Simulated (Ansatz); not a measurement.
## Y3Sn, space group Fm-3m: a single point from an input typed as a dict, step by step

Program: Ansatz 0.2.0 through its Python package.

Run as a notebook:

```python
import ansatz
```

```python
deck = {
    "crystal": {
        "lattice": [
            [0.0, 3.846059, 3.846059],
            [3.846059, 0.0, 3.846059],
            [3.846059, 3.846059, 0.0],
        ],
        "atoms": [
            {"symbol": "Y", "position": [0.0, 0.0, 0.0]},
            {"symbol": "Y", "position": [0.25, 0.25, 0.25]},
            {"symbol": "Y", "position": [0.75, 0.75, 0.75]},
            {"symbol": "Sn", "position": [0.5, 0.5, 0.5]},
        ],
    },
    "kpoints": {"mp_grid": {"kspacing": 0.3}},
    "hamiltonian": {"xc": "pbesol"},
    "scf": {"occupations": {"method": "methfessel_paxton", "width": 0.025}},
    "basis": {"ecutwfc": "38 Ry"},
    "output": {"stress": True, "eigenvalues": True},
}
```

```python
planned = ansatz.Session.from_dict(deck).plan(threads=1, pin="off")
done = planned.execute()
data = done.report

[(site.symbol, site.position_frac.round(4).tolist()) for site in done.lattice.sites]
```

    [(<Element.Y: 'Y'>, [0.0, 0.0, 0.0]), (<Element.Y: 'Y'>, [0.25, 0.25, 0.25]),
     (<Element.Y: 'Y'>, [0.75, 0.75, 0.75]), (<Element.SN: 'Sn'>, [0.5, 0.5, 0.5])]

```python
data["n_kpoints"], data["n_symmetry_ops"], data["n_pw"]
```

    (10, 48, 3071)

```python
data["n_iterations"], data["closed_by"]
```

    (6, 'deck_thresholds')

```python
print(f"free energy      {data['free_energy_ev']:.5f} eV")
print(f"per atom         {data['free_energy_ev'] / len(done.lattice.sites):.5f} eV")
print(f"SCF iterations   {data['n_iterations']}  (converged: {data['converged']})")
```

    free energy      -17336.06741 eV
    per atom         -4334.01685 eV
    SCF iterations   6  (converged: True)

```python
gap = None if "band_edges_ev" not in data else data["band_edges_ev"][1] - data["band_edges_ev"][0]
print("gap on the k mesh:", "withheld (metal, or smearing too wide to tell)" if gap is None else f"{gap:.3f} eV")
print("lowest empty less highest filled band, by band count:", round(data["gap_by_band_count_ev"], 3), "eV")

used = data["setup"]
print("cutoffs (eV):", used["ecut_ev"], used["ecutrho_ev"], " FFT grid:", used["fft_dense"])
print("cell volume {:.3f} A^3, {} symmetry operations".format(used["cell_volume_ang3"], used["n_sym_ops"]))
```

    gap on the k mesh: withheld (metal, or smearing too wide to tell)
    lowest empty less highest filled band, by band count: -0.568 eV
    cutoffs (eV): 517.016338673772 2068.065354695088  FFT grid: [45, 45, 45]
    cell volume 113.783 A^3, 48 symmetry operations

Caveats:
- The settings weren't tested for convergence.
- The mesh is modest for a metal, so energies can be off by several to tens of meV an atom and pressures by half a GPa or more; differences at equal mesh fare better.
- A gap by band count of zero or less means overlapping bands, a metal, and at an odd count of electrons it is no gap at all.
- The structure comes from a database of computed cells and needn't be a stable or known phase.
- Gaps and levels are Kohn-Sham values on a finite set of k-points, without spin-orbit coupling.
- Timing: 2.6 s on 1 thread of Arm Neoverse V2, on a shared host, peak memory 0.44 GiB.

(Lines on the test bed's own set-up are left out of the output.)
